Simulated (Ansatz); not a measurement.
Working through an all-electron equation of state of HfN, space group F-43m

Program: the Ansatz DFT code, driven from Python.

Run as a notebook:

```python
import ansatz as az
from ase.eos import EquationOfState
from ase.units import GPa
import numpy as np
```

```python
VECTORS = np.array([
    [0.0, 2.454822, 2.454822],
    [2.454822, 0.0, 2.454822],
    [2.454822, 2.454822, 0.0],
])
SITES = [
    ("Hf", (0.0, 0.0, 0.0)),
    ("N", (0.75, 0.75, 0.75)),
]
```

```python
def make_crystal(cell):
    crystal = az.Crystal(lattice=az.Lattice.of(cell))
    for symbol, position in SITES:
        crystal = crystal.atom(symbol, position)
    return crystal
```

```python
volumes, energies = [], []
for scale in np.linspace(0.94, 1.06, 5):
    cell = VECTORS * scale ** (1 / 3)
    setup = (
        make_crystal(cell).calculation()
        .functional("PBEsol")
        .scf(max_iterations=100)
        .occupations("methfessel_paxton", width=20 * az.meV)
        .kpoints(10, 10, 10)
        .pseudopotentials("all_electron", lapw=True, basis_error=0.002)
    )
    data = setup.run(threads=1, pin="off").report
    volumes.append(abs(np.linalg.det(cell)) / len(SITES))
    energies.append(data["free_energy_ev"] / len(SITES))
    print(f"{scale:.3f} {volumes[-1]:9.4f} A^3/atom {energies[-1]:16.5f} eV/atom  (estimated basis error {1000 * data['lapw_basis_errors']['total_ev_per_atom']:.2f} meV/atom)")
v0, e0, bulk = EquationOfState(volumes, energies, eos="birchmurnaghan").fit()
print(f"V0 = {v0:.4f} A^3/atom, B0 = {bulk / GPa:.1f} GPa")
```

    0.940   13.9055 A^3/atom    -205807.29652 eV/atom  (estimated basis error 0.89 meV/atom)
    0.970   14.3493 A^3/atom    -205807.30817 eV/atom  (estimated basis error 0.89 meV/atom)
    1.000   14.7931 A^3/atom    -205807.30228 eV/atom  (estimated basis error 0.88 meV/atom)
    1.030   15.2369 A^3/atom    -205807.28135 eV/atom  (estimated basis error 0.88 meV/atom)
    1.060   15.6807 A^3/atom    -205807.24750 eV/atom  (estimated basis error 0.87 meV/atom)
    V0 = 14.4107 A^3/atom, B0 = 200.5 GPa

A third-order Birch-Murnaghan fit through the 5 points has its minimum at 14.41 Å³ an atom, 2.6 % below the typed cell, with a bulk modulus of 201 GPa and dB/dP = 4.0. From that minimum the energy rises by 11.8 meV an atom on the compressed side and 60.8 meV on the expanded side.

Reading the output:
- The settings weren't tested for convergence.
- No spin polarisation was allowed.
- For a metal this k-point mesh is coarse: on a finer one energies can move by several to tens of meV an atom and pressures by half a GPa or more, differences at one mesh by less.
- Spin-orbit coupling, which matters for elements this heavy, is left out.
- This cell is a computed structure, which may not be the phase found in nature.
- By the engine's processor time: 98 s on 1 thread of Intel(R) Xeon(R) Processor @ 2.30GHz (shared host), peak memory 0.48 GiB.
